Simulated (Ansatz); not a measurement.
# CuF3H2NP: a ladder of functionals and wavefunction methods

Aim: compute CuF3H2NP with functionals from several rungs and with coupled cluster, and see how far each lands from CCSD(T) at the basis-set limit for the atomisation energy.

Computed with Ansatz 0.2.0, Gaussian basis. Level: functionals in def2-TZVPP, the program's frozen cores in correlated methods.

Plan: LDA (SPW92), PBE-D4, revPBE-D4, BLYP-D4, r2SCAN-D4, B97M-V, PBE0-D4, B3LYP-D4, r2SCANh-D4, r2SCAN0-D4, HSE06-D4, BHLYP-D4, CAM-B3LYP-D4, LC-ωPBE, ωB97X-V, ωB97M-V, B2PLYP, PBE-QIDH; CCSD(T)/def2-SVP; CCSD(T)/def2-TZVPP; MP2/def2-QZVPP; extrapolation to the limit.

## Step 1: The relaxed structure

The geometry comes from an earlier relaxation with PBE0-D4 in a triple-zeta def2 set; it is a stationary point, not always the lowest conformer.

8 atoms, charge 0, spin multiplicity 1.

Atoms are counted from 1 here; the program's logs count them from 0.

Bond lengths: N1–Cu2 1.801 Å, N1–H7 1.009 Å, N1–H8 1.009 Å, Cu2–P3 2.101 Å, P3–F4 1.551 Å, P3–F5 1.551 Å, P3–F6 1.553 Å. Angles: Cu2–N1–H7 121.2°, Cu2–N1–H8 121.1°, H7–N1–H8 108.3°, N1–Cu2–P3 178.9°, Cu2–P3–F4 117.6°, Cu2–P3–F5 117.3°, Cu2–P3–F6 120.7°, F4–P3–F5 99.6°, F4–P3–F6 98.7°, F5–P3–F6 98.9°.

## Step 2: LDA

This LDA is Slater exchange with PW92 correlation.

Contents of in.yaml:

```yaml
crystal:
  periodic: [false, false, false]
  atoms:
    - {symbol: N, position_ang: [0.509079, -2.106292, 0.838196]}
    - {symbol: Cu, position_ang: [0.101942, -0.462672, 0.226051]}
    - {symbol: P, position_ang: [-0.374064, 1.468091, -0.451289]}
    - {symbol: F, position_ang: [-1.465810, 1.596903, -1.545227]}
    - {symbol: F, position_ang: [0.760075, 2.287943, -1.119263]}
    - {symbol: F, position_ang: [-0.899806, 2.545885, 0.535048]}
    - {symbol: H, position_ang: [-0.094552, -2.895047, 0.659384]}
    - {symbol: H, position_ang: [1.463146, -2.434801, 0.857100]}
basis:
  gaussian: {orbitals: def2-TZVPP}
hamiltonian: {xc: lda}
output: {orbitals: {seedname: orbitals}}
```

On the command line:

```bash
> ansatz run in.yaml --threads 2 --pin off --events-out ev --progress --plain --max-ram 32768MiB --backend cpu
```

The runs that follow: PBE-D4 (GGA); revPBE-D4 (GGA); BLYP-D4 (GGA); r2SCAN-D4 (meta-GGA); B97M-V (meta-GGA); PBE0-D4 (hybrid); B3LYP-D4 (hybrid); r2SCANh-D4 (hybrid); r2SCAN0-D4 (hybrid); HSE06-D4 (hybrid); BHLYP-D4 (hybrid); CAM-B3LYP-D4 (range-separated); LC-ωPBE (range-separated); ωB97X-V (range-separated); ωB97M-V (range-separated); B2PLYP (double hybrid); PBE-QIDH (double hybrid); CCSD(T) in def2-SVP; CCSD(T) in def2-TZVPP; MP2 in def2-QZVPP.

**Question.** What will the summary of the whole plan be? Wanted: atomisation energy, CCSD(T)/CBS; farthest beyond LDA; mean size of error, GGA; mean size of error, meta-GGA; mean size of error, hybrid; mean size of error, range-separated; mean size of error, double hybrid; gap, smallest and largest; T1 diagnostic.

As calculated:

```
                               quantity                                            value
        atomisation energy, CCSD(T)/CBS                                    2687.4 kJ/mol
 functionals within 13.4 kJ/mol (0.5 %)  B97M-V, CAM-B3LYP-D4, LC-ωPBE, ωB97X-V, ωB97M-V
                    farthest beyond LDA                         BHLYP-D4 (-220.2 kJ/mol)
                mean size of error, GGA                                      51.1 kJ/mol
           mean size of error, meta-GGA                                       8.9 kJ/mol
             mean size of error, hybrid                                      87.9 kJ/mol
    mean size of error, range-separated                                       6.9 kJ/mol
      mean size of error, double hybrid                                      59.6 kJ/mol
              gap, smallest and largest         2.47 eV (LDA (SPW92)), 9.38 eV (LC-ωPBE)
                          T1 diagnostic                                           0.0235
triples share of the correlation energy                                            3.9 %
```

The LDA atomisation energy is off by 572.2 kJ/mol (21 %): it overbinds. PBE-D4 misses by +98.8 kJ/mol. Double hybrids carry the basis error of their MP2 part in triple zeta, and no dispersion term here, so their miss is partly the set-up's. The rungs range-separated, meta-GGA miss on average by less than the doubt on the reference (13.4 kJ/mol), so they tie; hybrid functionals have the largest mean beyond LDA (87.9 kJ/mol), BHLYP with half exact exchange included. The reference freezes the cores and leaves out relativity and excitations past (T), so misses under about 13.4 kJ/mol can't be ranked. Hartree-Fock recovers 59 % of the binding; the rest is correlation. CCSD(T) in def2-SVP is off by -386.8 kJ/mol, so the small basis spoils what the method gains. Orbital gaps span 2.5 to 9.4 eV; exact exchange widens them. T1 = 0.024 passes the customary mark of 0.02 by a little. For Cu the d shell is correlated and the shells below it are frozen.
